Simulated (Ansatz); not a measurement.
**C₂H₃Cl₃OSi₂: vertical ionisation energy**

Aim: the vertical ionisation energy of C₂H₃Cl₃OSi₂, as cation minus neutral at the neutral's geometry, on several levels, and how well −ε(HOMO) stands in for it.

Method: unrestricted cation, the program's frozen cores in correlated methods; program: Ansatz 0.2.0, Gaussian basis.

The runs, in order: UKS PBE-D4/def2-TZVPP; UKS r2SCAN-D4/def2-TZVPP; UKS PBE0-D4/def2-TZVPP; UKS B3LYP-D4/def2-TZVPP; UKS wB97X-V/def2-TZVPP; UKS wB97M-V/def2-TZVPP; UKS B2PLYP/def2-TZVPP; UHF-CCSD(T)/def2-TZVPP; UHF-MP2/def2-QZVPP; extrapolation to the limit; then −ε(HOMO) from the neutral's earlier runs with LDA (SPW92), PBE-D4, revPBE-D4, BLYP-D4, r2SCAN-D4, B97M-V, PBE0-D4, B3LYP-D4, r2SCANh-D4, r2SCAN0-D4, HSE06-D4, BHLYP-D4, CAM-B3LYP-D4, LC-ωPBE, ωB97X-V, ωB97M-V.

**1. The geometry**

An earlier PBE0-D4 in a triple-zeta def2 set relaxation fixed the geometry.

11 atoms, charge 0, spin multiplicity 1.

Atoms are counted from 1 here; the program's logs count them from 0.

Bond lengths: O1–Si2 1.625 Å, O1–H9 0.959 Å, Si2–Cl3 2.045 Å, Si2–C4 1.826 Å, Si2–H10 1.469 Å, C4–C5 1.214 Å, C5–Si6 1.813 Å, Si6–Cl7 2.035 Å, Si6–Cl8 2.036 Å, Si6–H11 1.472 Å. Angles: Si2–O1–H9 119.0°, O1–Si2–Cl3 111.9°, O1–Si2–C4 111.0°, O1–Si2–H10 107.1°, Cl3–Si2–C4 106.2°, Cl3–Si2–H10 109.3°, C4–Si2–H10 111.4°, Si2–C4–C5 179.1°, C4–C5–Si6 179.1°, C5–Si6–Cl7 109.0°, C5–Si6–Cl8 108.7°, C5–Si6–H11 111.3°, Cl7–Si6–Cl8 109.9°, Cl7–Si6–H11 109.0°, Cl8–Si6–H11 109.0°.

**2. Cation, UKS PBE-D4/def2-TZVPP**

File in.yaml:

```yaml
crystal:
  periodic: [false, false, false]
  atoms:
    - {symbol: O, position_ang: [-2.310394, 0.878859, -1.794440]}
    - {symbol: Si, position_ang: [-1.530347, -0.516532, -1.502547]}
    - {symbol: Cl, position_ang: [-0.556187, -1.206522, -3.163397]}
    - {symbol: C, position_ang: [-0.252669, -0.294871, -0.216338]}
    - {symbol: C, position_ang: [0.587436, -0.132516, 0.644222]}
    - {symbol: Si, position_ang: [1.860222, 0.091945, 1.914989]}
    - {symbol: Cl, position_ang: [0.991133, -0.026239, 3.750898]}
    - {symbol: Cl, position_ang: [2.711831, 1.924685, 1.669139]}
    - {symbol: H, position_ang: [-1.799214, 1.662502, -2.004970]}
    - {symbol: H, position_ang: [-2.541514, -1.499137, -1.089221]}
    - {symbol: H, position_ang: [2.905205, -0.939173, 1.812267]}
basis:
  gaussian: {orbitals: def2-TZVPP}
total_charge: 1
magnetization: {spin_polarized: true, initial_magnetization: 1}
hamiltonian: {xc: pbe, dispersion: d4}
```

Further steps of the session: Cation, UKS r2SCAN-D4/def2-TZVPP; Cation, UKS PBE0-D4/def2-TZVPP; Cation, UKS B3LYP-D4/def2-TZVPP; Cation, UKS wB97X-V/def2-TZVPP; Cation, UKS wB97M-V/def2-TZVPP; Cation, UKS B2PLYP (frozen core)/def2-TZVPP; Cation, UHF-CCSD(T)/def2-TZVPP; Cation, UHF-MP2/def2-QZVPP.

Before running them: what should the planned runs give, taken together? Wanted: ionisation energy, CCSD(T)/CBS; nearest functional by difference; nearest −ε(HOMO); −ε(HOMO) of PBE; T1 of the cation.

The runs gave:

| quantity | value |
| --- | --- |
| ionisation energy, CCSD(T)/CBS | 11.21 eV |
| nearest functional by difference | ωB97X-V (-0.27 eV) |
| nearest −ε(HOMO) | ωB97X-V (-0.01 eV) |
| −ε(HOMO) of PBE | 7.57 eV |
| T1 of the cation | 0.023 |

Energy differences with functionals land within 1.21 eV of the reference. −ε(HOMO) of PBE misses by 3.6 eV, since self-interaction lifts the level. Among orbital estimates ωB97X-V comes nearest. Hartree-Fock falls 1.45 eV short, as the neutral has more correlation energy than the cation.
